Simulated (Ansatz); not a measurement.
**Y: phonon spectrum**

Aim: for Y, compute the phonon dispersion and the harmonic thermodynamics.

Program: Ansatz 0.2.0. Level of theory: DFT PBEsol, scalar-relativistic, plane waves, PAW. These are calculated values, not measurements.

2 further runs of the same task are left out: 2 set aside as unsound or not needed.

### Step 1. The starting structure

The structure is hexagonal, space group P6_3/mmc (No. 194). Conventional cell: a = 3.592 Å, b = 3.592 Å, c = 5.631 Å, α = 90.00°, β = 90.00°, γ = 120.00°. Around Y (site symmetry -6m2) lie 12 Y at 3.50 to 3.59 Å.

As a file:

```cif
data_structure
_symmetry_space_group_name_H-M 'P6_3/mmc'
_symmetry_Int_Tables_number 194
_cell_length_a 3.5923
_cell_length_b 3.5923
_cell_length_c 5.6314
_cell_angle_alpha 90.000
_cell_angle_beta 90.000
_cell_angle_gamma 120.000
_cell_volume 62.93
loop_
_atom_site_label
_atom_site_type_symbol
_atom_site_symmetry_multiplicity
_atom_site_Wyckoff_symbol
_atom_site_fract_x
_atom_site_fract_y
_atom_site_fract_z
_atom_site_occupancy
Y1 Y 2 c 0.33333 0.66667 0.25000 1
```

This cell was relaxed beforehand with the same method: volume 31.47 Å³/atom, gap on the mesh none (metal).

### Step 2. Phonon dispersion

The input, input.yaml:

```yaml
crystal:
  lattice:
    - [3.5922812712, 0.0, 0.0]
    - [-1.7961406356, 3.1110068384, 0.0]
    - [0.0, 0.0, 5.6313821943]
  atoms:
    - { symbol: "Y", position: [0.3333333333, 0.6666666667, 0.25] }
    - { symbol: "Y", position: [0.6666666667, 0.3333333333, 0.75] }
basis:
  ecutwfc: 420
kpoints:
  mp_grid: { grid: [15, 15, 8] }
hamiltonian:
  xc: pbesol
scf:
  occupations: { method: fermi_dirac, width: 0.15 }
output:
  eigenvalues: true
phonons:
  method: dfpt
  qmesh: [3, 3, 2]
  temperatures: { t_max: 1000, t_step: 25 }
  qpath:
    path:
      - [[0.0, 0.0, 0.0], [0.5, 0.0, 0.0], [0.33333333, 0.33333333, 0.0], [0.0, 0.0, 0.0], [0.0, 0.0, 0.5], [0.5, 0.0, 0.5], [0.33333333, 0.33333333, 0.5], [0.0, 0.0, 0.5]]
      - [[0.5, 0.0, 0.5], [0.5, 0.0, 0.0]]
      - [[0.33333333, 0.33333333, 0.5], [0.33333333, 0.33333333, 0.0]]
    npoints: 8
```

On the command line:

```
$ ansatz run input.yaml --threads 4 --pin off --max-ram 10240MiB --backend cpu --events-out ev --progress --plain --runs-dir out
```

**Question.** What will these runs give? Wanted: highest frequency on the q mesh; zero-point energy.

**Answer**, as computed:

| quantity | value |
| --- | --- |
| highest frequency on the q mesh | 147 cm⁻¹ |
| zero-point energy | 19.6 meV/atom |
| S and C_V at 300 K | 5.21 and 2.93 k_B/atom |

What this shows: No mode on the 3×3×2 mesh is imaginary. At 300 K the heat capacity has reached 98 % of the Dulong–Petit value, so most modes are already excited. For a metal these values are sensitive to the k mesh.
